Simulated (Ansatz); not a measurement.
# CH₈OSSi₂: a ladder of functionals and wavefunction methods

How much do the methods differ for CH₈OSSi₂? The plan is to run it at one geometry with functionals of several rungs and with coupled cluster. The yardstick is the atomisation energy at the CCSD(T) limit.

Program: Ansatz 0.2.0, Gaussian basis. Level of theory: functionals in def2-TZVPP, the program's frozen cores in correlated methods. These are calculated values, not measurements.

Levels to be run: PBE-D4, r2SCAN-D4, PBE0-D4, B3LYP-D4, ωB97X-V, ωB97M-V, B2PLYP; CCSD(T)/def2-TZVPP; MP2/def2-QZVPP; extrapolation to the limit.

**1. Structure used throughout**

An earlier PBE0-D4 in a triple-zeta def2 set relaxation fixed the geometry.

SMILES `CO[SiH2]S[SiH3]`, 13 atoms, charge 0, spin multiplicity 1.

Atoms are counted from 1 here; the program's logs count them from 0.

Bond lengths: C1–O2 1.410 Å, C1–H6 1.095 Å, C1–H7 1.096 Å, C1–H8 1.091 Å, O2–Si3 1.640 Å, Si3–S4 2.119 Å, Si3–H9 1.485 Å, Si3–H10 1.488 Å, S4–Si5 2.143 Å, Si5–H11 1.482 Å, Si5–H12 1.486 Å, Si5–H13 1.484 Å. Angles: O2–C1–H6 111.0°, O2–C1–H7 111.7°, O2–C1–H8 108.2°, H6–C1–H7 108.7°, H6–C1–H8 108.6°, H7–C1–H8 108.6°, C1–O2–Si3 123.6°, O2–Si3–S4 107.9°, O2–Si3–H9 112.6°, O2–Si3–H10 108.2°, S4–Si3–H9 106.6°, S4–Si3–H10 111.7°, H9–Si3–H10 109.8°, Si3–S4–Si5 96.1°, S4–Si5–H11 111.6°, S4–Si5–H12 109.9°, S4–Si5–H13 106.4°, H11–Si5–H12 109.6° and more.

**2. PBE-D4 (GGA)**

Input file in.yaml:

```yaml
crystal:
  periodic: [false, false, false]
  atoms:
    - {symbol: C, position_ang: [-2.079400, -0.527984, -0.134974]}
    - {symbol: O, position_ang: [-1.005219, 0.374783, 0.007495]}
    - {symbol: Si, position_ang: [0.089642, 0.675321, -1.175992]}
    - {symbol: S, position_ang: [1.805142, 1.533120, -0.275327]}
    - {symbol: Si, position_ang: [2.019053, 0.054519, 1.260531]}
    - {symbol: H, position_ang: [-2.893897, -0.081547, -0.714731]}
    - {symbol: H, position_ang: [-1.765609, -1.456019, -0.626818]}
    - {symbol: H, position_ang: [-2.453907, -0.771059, 0.860502]}
    - {symbol: H, position_ang: [-0.402453, 1.660003, -2.172743]}
    - {symbol: H, position_ang: [0.408492, -0.610848, -1.853368]}
    - {symbol: H, position_ang: [1.167707, 0.361209, 2.433924]}
    - {symbol: H, position_ang: [1.664510, -1.285427, 0.725130]}
    - {symbol: H, position_ang: [3.445961, 0.073919, 1.666371]}
basis:
  gaussian: {orbitals: def2-TZVPP}
hamiltonian: {xc: pbe, dispersion: d4}
output: {forces: true, orbitals: {seedname: orbitals}}
```

The run is started by

```sh
ansatz run in.yaml --threads 2 --pin off --events-out ev --progress --plain --max-ram 32768MiB --backend cuda --devices 0, --max-vram 18GiB
```

After this run come: r2SCAN-D4 (meta-GGA); PBE0-D4 (hybrid); B3LYP-D4 (hybrid); ωB97X-V (range-separated); ωB97M-V (range-separated); B2PLYP (double hybrid); CCSD(T) in def2-TZVPP; MP2 in def2-QZVPP.

Q: Predict the results of all the runs planned. Wanted: atomisation energy, CCSD(T)/CBS; farthest; mean size of error, hybrid; mean size of error, range-separated; gap, smallest and largest; T1 diagnostic; triples share of the correlation energy.

As calculated:

| quantity | value |
| --- | --- |
| atomisation energy, CCSD(T)/CBS | 45.802 eV |
| functionals within 0.229 eV (0.5 %) | PBE-D4, r2SCAN-D4, B3LYP-D4, ωB97X-V, ωB97M-V |
| farthest | B2PLYP (-0.778 eV) |
| mean size of error, hybrid | 0.345 eV |
| mean size of error, range-separated | 0.135 eV |
| gap, smallest and largest | 5.47 eV (PBE-D4), 11.88 eV (ωB97X-V) |
| T1 diagnostic | 0.0114 |
| triples share of the correlation energy | 3.8 % |

What this shows: PBE-D4 misses by -0.036 eV. Double hybrids carry the basis error of their MP2 part in triple zeta, and no dispersion term here, so their miss is partly the set-up's. The reference freezes the cores and leaves out relativity and excitations past (T), so misses under about 0.229 eV can't be ranked. Hartree-Fock recovers 74 % of the binding; the rest is correlation. Orbital gaps span 5.5 to 11.9 eV; exact exchange widens them.
